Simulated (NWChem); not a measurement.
# Volume series of BN (zincblende structure): lattice constant and bulk modulus

All runs are NWChem calculations. Level: revPBE, default library pseudopotentials (valence charges N 5, B 3), cutoff 40 Ha, shifted 4×4×4 mesh, two-atom cell, no spin-orbit coupling. The cell is scaled uniformly; the run nearest the minimum isn't listed, and energies count from the lowest row shown.

| volume (Å³/cell) | E (meV/atom) |
|---|---|
| 11.13 | 23.4 |
| 11.37 | 8.3 |
| 11.61 | 0.0 |
| 12.08 | 0.6 |
| 12.32 | 8.5 |
| 12.55 | ? |

### Question
Fit the energy as a cubic in V^(−2/3), give the equilibrium lattice constant and bulk modulus, and predict the withheld row.

### Answer
The minimum lies at V₀ = 11.83 Å³, so a₀ = (4V₀)^(1/3) = 3.617 Å, and B₀ = V·d²E/dV² ≈ 370 GPa. The fit predicts 20.8 meV/atom at 12.55 Å³; the run gave 20.4.
